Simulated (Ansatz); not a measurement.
**Si3Ge: the cell at several levels of theory**

Cell and atoms of Si3Ge as one 4-atom ordering (R3m) on the diamond lattice are relaxed in turn with PBE and r2SCAN. This is a trial cell built on a prototype, not taken from a measured structure, and it needn't be the compound's ground state.

The runs shown are made with Ansatz 0.2.0. PAW datasets, plane waves, zero pressure. Spin-unpolarised throughout. Whether this structure exists isn't addressed.

## Step 1: The structure to begin with

This is the cell as the run starts from it, not yet at rest; its lengths are not the crystal's.

It is trigonal, R3m (No. 160); a = 3.699 Å, c = 18.120 Å in the conventional setting, 17.89 Å³ an atom. Around Si lie 1 Ge at 2.27 Å and 3 Si at 2.27 Å; around Si lie 1 Si at 2.27 Å and 3 Ge at 2.27 Å; around Si lie 4 Si at 2.27 Å; around Ge lie 4 Si at 2.27 Å.

The structure in full:

Space group R3m:H (No. 160). a = 3.699 Å, b = 3.699 Å, c = 18.120 Å, α = 90.00°, β = 90.00°, γ = 120.00°
```tsv
atom	site	symmetry	x	y	z
Si	3a	3m	0.0000	0.0000	0.0000
Si	3a	3m	0.3333	0.6667	0.1667
Si	3a	3m	0.3333	0.6667	0.0417
Ge	3a	3m	0.6667	0.3333	0.2083
```

## Step 2: PBE: cell and atoms

File input.yaml:

```yaml
crystal:
  lattice:
    - [1.8493647558, 1.0677312396, 6.04]
    - [-1.8493647558, 1.0677312396, 6.04]
    - [0.0, -2.1354624792, 6.04]
  atoms:
    - { symbol: Si, position: [1.0, 0.0, 0.0] }
    - { symbol: Si, position: [0.5, 0.5, 0.5] }
    - { symbol: Si, position: [0.375, 0.375, 0.375] }
    - { symbol: Ge, position: [0.875, 0.875, 0.875] }
kpoints:
  mp_grid: { grid: [8, 8, 8] }
hamiltonian:
  xc: pbe
scf:
  occupations: { method: fermi_dirac, width: 0.02 }
relax:
  f_tol: 0.005
  cell: {}
```

Launch:

```bash
> ansatz run input.yaml --threads 2 --pin off --max-ram 2211MiB --backend cpu --events-out ev --progress --plain --runs-dir out
```

After this run come: Relaxation with r2SCAN.

Q: Predict the outcome of this session. Wanted: for each run, a; c; volume; space group; SCF geometries.

The runs gave:

| level | a (Å) | c (Å) | volume (Å³/atom) | space group | SCF geometries |
| --- | --- | --- | --- | --- | --- |
| PBE | 3.913 | 19.160 | 21.172 | R3m | 9 |
| r2SCAN | 3.885 | 19.023 | 20.724 | R3m | 5 |

What this shows: The first relaxation changed the volume by +18.3 % from the start. r2SCAN gives the smallest cell and PBE the largest; they differ by 2.2 % in volume, a mean of 0.7 % in length.
